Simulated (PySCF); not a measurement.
# C4AgN4O4 (-2): ligand-field states

What do calculations give for the ligand-field states of C4AgN4O4 (-2) (`O=C=[N][Ag-2]([N]=C=O)([N]=C=O)[N]=C=O`)?

Computed with PySCF 2.14.0 and routines of our own; the level stands in each step. Atoms count from 0.

## Step 1: The system as given

13 atoms, charge -2, states of the metal's open shell are computed; geometry from: GFN2-xTB.

## Step 2: Ligand-field states: state-averaged CASSCF in water

The job: settings as JSON, then the geometry in Å.

```
{"job": {"kind": "lf", "basis": {"metal": "x2c-TZVPall", "ligand": "x2c-SVPall"}, "nevpt": true, "tol": 5, "solvent": "water"}, "charge": -2, "metal": "Ag", "open_shell": "d9"}
Ag     0.000000     0.000000     0.000000
N      0.702432     1.425282     1.431337
C      0.277471     2.172393     2.234361
O     -0.060202     2.949474     3.062142
N     -0.704146     1.426401    -1.427115
C     -0.277912     2.204285    -2.200021
O      0.058540     3.009706    -3.000712
N      0.704014    -1.425309    -1.427177
C      0.277780    -2.203160    -2.200116
O     -0.058672    -3.008547    -3.000843
N     -0.702563    -1.424315     1.431276
C     -0.277603    -2.171460     2.234267
O      0.060071    -2.948577     3.062014
```

Level: state-averaged CASSCF of the metal d shell, SC-NEVPT2 on the averaged canonical orbitals, state-interaction spin-orbit coupling.

Run with:

```
> OMP_NUM_THREADS=1 python lf_run.py task.json out
```

The driver reads the jobs from task.json and runs them one after another.

The program printed:

```text
basis functions 231, electrons 133, active (9e, 5o)
stage 1: DIIS on the effective Fock matrix, level shift 0.30
cycle   1  E = -5979.4472766384  dE = -5.979e+03  max|g| = 1.884e+00
cycle   2  E = -5980.8124596614  dE = -1.365e+00  max|g| = 1.222e+00
cycle   3  E = -5981.4324332973  dE = -6.200e-01  max|g| = 9.028e-01
cycle   4  E = -5981.7197255294  dE = -2.873e-01  max|g| = 9.474e-02
cycle   5  E = -5981.7333223417  dE = -1.360e-02  max|g| = 3.837e-02
cycle   6  E = -5981.7369728496  dE = -3.651e-03  max|g| = 2.234e-02
cycle   7  E = -5981.7332369444  dE =  3.736e-03  max|g| = 2.217e-02
cycle   8  E = -5981.7200827239  dE =  1.315e-02  max|g| = 4.515e-02
cycle   9  E = -5981.6734697788  dE =  4.661e-02  max|g| = 1.243e-01
cycle  10  E = -5981.6197536640  dE =  5.372e-02  max|g| = 2.034e-01
cycle  11  E = -5981.5809689560  dE =  3.878e-02  max|g| = 2.514e-01
cycle  12  E = -5981.5624511837  dE =  1.852e-02  max|g| = 2.671e-01
cycle  13  E = -5981.5570874116  dE =  5.364e-03  max|g| = 2.623e-01
cycle  14  E = -5981.5643489319  dE = -7.262e-03  max|g| = 2.387e-01
cycle  15  E = -5981.5752025803  dE = -1.085e-02  max|g| = 2.178e-01
stage 2: quasi-Newton rotations from the point of smallest gradient
cycle  17  E = -5981.7357803496  dE = -2.543e-03  max|g| = 3.123e-02
cycle  18  E = -5981.7374449198  dE = -1.665e-03  max|g| = 6.675e-03
cycle  19  E = -5981.7378034081  dE = -3.585e-04  max|g| = 2.222e-03
cycle  20  E = -5981.7378327572  dE = -2.935e-05  max|g| = 9.023e-04
cycle  21  E = -5981.7378368981  dE = -4.141e-06  max|g| = 2.987e-04
cycle  22  E = -5981.7378372414  dE = -3.433e-07  max|g| = 9.819e-05
cycle  23  E = -5981.7378373287  dE = -8.725e-08  max|g| = 4.636e-05
cycle  24  E = -5981.7378373380  dE = -9.318e-09  max|g| = 2.446e-05
cycle  25  E = -5981.7378373409  dE = -2.886e-09  max|g| = 7.491e-06
converged average energy = -5981.7378373409

 mult deg   label        CASSCF/cm-1   NEVPT2/cm-1
   2   1   2B                  0.0           0.0
   2   1   2B              12569.8       16458.1
   2   1   2A              12607.0       16507.7
   2   1   2A              12709.6       16519.6
   2   1   2A              15035.3       19386.0

spin-orbit levels / cm-1
      0.00  x2  2B 0.99
  15058.06  x2  2B 0.35 2A 0.33 2A 0.32
  16282.19  x2  2B 0.35 2A 0.34 2A 0.27
  17794.92  x2  2A 0.62 2A 0.21 2B 0.16
  20853.76  x2  2A 0.73 2B 0.13 2A 0.13
```

Wall time 43 s (1 thread of Arm Neoverse V2, shared host); peak memory 0.69 GiB.

Warnings kept with the result: strongly covalent, metal-shell active space is small for this complex.

Key values:

```tsv
quantity	value
spin-orbit constant ζ	1644 cm⁻¹
```

Powder susceptibility:

```tsv
T (K)	χT (cm³ K/mol)	μ(eff)
2	0.483	1.97
5	0.483	1.97
10	0.483	1.97
20	0.484	1.97
30	0.484	1.97
50	0.485	1.97
75	0.486	1.97
100	0.487	1.97
150	0.489	1.98
200	0.491	1.98
250	0.493	1.99
300	0.495	1.99
```

## Step 3: Ligand-field states: state-averaged CASSCF (basis ANO-RCC-MB) in water

The job, as its differences from that of step 2:

```diff
@@ -1,2 +1,2 @@
-{"job": {"kind": "lf", "basis": {"metal": "x2c-TZVPall", "ligand": "x2c-SVPall"}, "nevpt": true, "tol": 5, "solvent": "water"}, "charge": -2, "metal": "Ag", "open_shell": "d9"}
+{"job": {"kind": "lf", "basis": "ANO-RCC-MB", "nevpt": true, "tol": 5, "solvent": "water"}, "charge": -2, "metal": "Ag", "open_shell": "d9"}
 Ag     0.000000     0.000000     0.000000
```

With the program's defaults for keys left out, this is: state-averaged CASSCF of the metal d shell, SC-NEVPT2 on the averaged canonical orbitals, state-interaction spin-orbit coupling.

The program printed:

```text
basis functions 87, electrons 133, active (9e, 5o)
stage 1: DIIS on the effective Fock matrix, level shift 0.30
cycle   1  E = -5980.6012744010  dE = -5.981e+03  max|g| = 8.485e-01
cycle   2  E = -5980.9408397793  dE = -3.396e-01  max|g| = 8.635e-02
cycle   3  E = -5981.0948224386  dE = -1.540e-01  max|g| = 1.008e-01
cycle   4  E = -5981.1641109940  dE = -6.929e-02  max|g| = 2.714e-02
cycle   5  E = -5981.1698276531  dE = -5.717e-03  max|g| = 2.379e-02
cycle   6  E = -5981.1648390580  dE =  4.989e-03  max|g| = 1.673e-02
cycle   7  E = -5981.1717402085  dE = -6.901e-03  max|g| = 9.346e-03
cycle   8  E = -5981.1705897696  dE =  1.150e-03  max|g| = 1.059e-02
cycle   9  E = -5981.1636770941  dE =  6.913e-03  max|g| = 2.011e-02
cycle  10  E = -5981.1418219136  dE =  2.186e-02  max|g| = 3.038e-02
cycle  11  E = -5981.1130144297  dE =  2.881e-02  max|g| = 8.214e-02
cycle  12  E = -5981.0963311647  dE =  1.668e-02  max|g| = 1.228e-01
cycle  13  E = -5981.0901606587  dE =  6.171e-03  max|g| = 1.419e-01
cycle  14  E = -5981.0886520200  dE =  1.509e-03  max|g| = 1.500e-01
cycle  15  E = -5981.0906668449  dE = -2.015e-03  max|g| = 1.533e-01
stage 2: quasi-Newton rotations from the point of smallest gradient
cycle  17  E = -5981.1735343173  dE = -1.794e-03  max|g| = 7.489e-03
cycle  18  E = -5981.1746437634  dE = -1.109e-03  max|g| = 6.646e-03
cycle  19  E = -5981.1749348796  dE = -2.911e-04  max|g| = 3.673e-03
cycle  20  E = -5981.1751156028  dE = -1.807e-04  max|g| = 1.510e-03
cycle  21  E = -5981.1751330715  dE = -1.747e-05  max|g| = 5.515e-04
cycle  22  E = -5981.1751348765  dE = -1.805e-06  max|g| = 3.299e-04
cycle  23  E = -5981.1751356181  dE = -7.416e-07  max|g| = 1.560e-04
cycle  24  E = -5981.1751357724  dE = -1.543e-07  max|g| = 5.563e-05
cycle  25  E = -5981.1751358299  dE = -5.744e-08  max|g| = 2.529e-05
cycle  26  E = -5981.1751358428  dE = -1.290e-08  max|g| = 2.095e-05
cycle  27  E = -5981.1751358471  dE = -4.353e-09  max|g| = 1.122e-05
cycle  28  E = -5981.1751358485  dE = -1.358e-09  max|g| = 8.156e-06
converged average energy = -5981.1751358485

 mult deg   label        CASSCF/cm-1   NEVPT2/cm-1
   2   1   2B                  0.0           0.0
   2   1   2B              15085.2       16759.2
   2   1   2A              15144.8       16852.6
   2   1   2A              15794.3       17233.1
   2   1   2A              17761.6       19773.5

spin-orbit levels / cm-1
      0.00  x2  2B 0.99
  15624.48  x2  2B 0.40 2A 0.34 2A 0.26
  16659.48  x2  2A 0.40 2B 0.36 2A 0.24
  18156.81  x2  2A 0.73 2A 0.14 2B 0.13
  20939.21  x2  2A 0.76 2A 0.12 2B 0.12
```

Wall time 18 s (1 thread of Arm Neoverse V2, shared host); peak memory 0.44 GiB.

Warnings kept with the result: strongly covalent, metal-shell active space is small for this complex.

From this job:

```tsv
quantity	value
spin-orbit constant ζ	1427 cm⁻¹
```

Powder susceptibility:

```tsv
T (K)	χT (cm³ K/mol)	μ(eff)
2	0.449	1.89
20	0.449	1.90
100	0.451	1.90
300	0.457	1.91
```

## Step 4: The runs side by side

From the NEVPT2 states (cm⁻¹; the spread is that of the fitted one-electron ligand-field levels):

```tsv
step	setting	ground state	next state	orbital spread	ζ	μ(eff), 300 K
2	as given	2B	2B at 16458	19386	1644	1.99
3	basis ANO-RCC-MB	2B	2B at 16759	19774	1427	1.91
```

## Step 5: Summary of results

| quantity | value |
| --- | --- |
| spin-orbit constant ζ (step 2, state-averaged CASSCF in water) | 1644 cm⁻¹ |
| ground multiplicity, μ(eff) at 300 K (step 2, 4 donors at 2.14 Å) | 2, 1.99 μB |
| ground multiplicity, μ(eff) at 300 K (step 3, 4 donors at 2.14 Å) | 2, 1.91 μB |

What this shows: In step 2, χT goes from 0.48 at 2 K to 0.49 cm³ K/mol at 300 K: nearly flat, so one level governs the whole range. The geometry comes from tight binding, which is rough for metal atoms, and these values hang on it. The bonding is strongly covalent, and an active space of the metal's shell alone is small for it, so these values are rough.
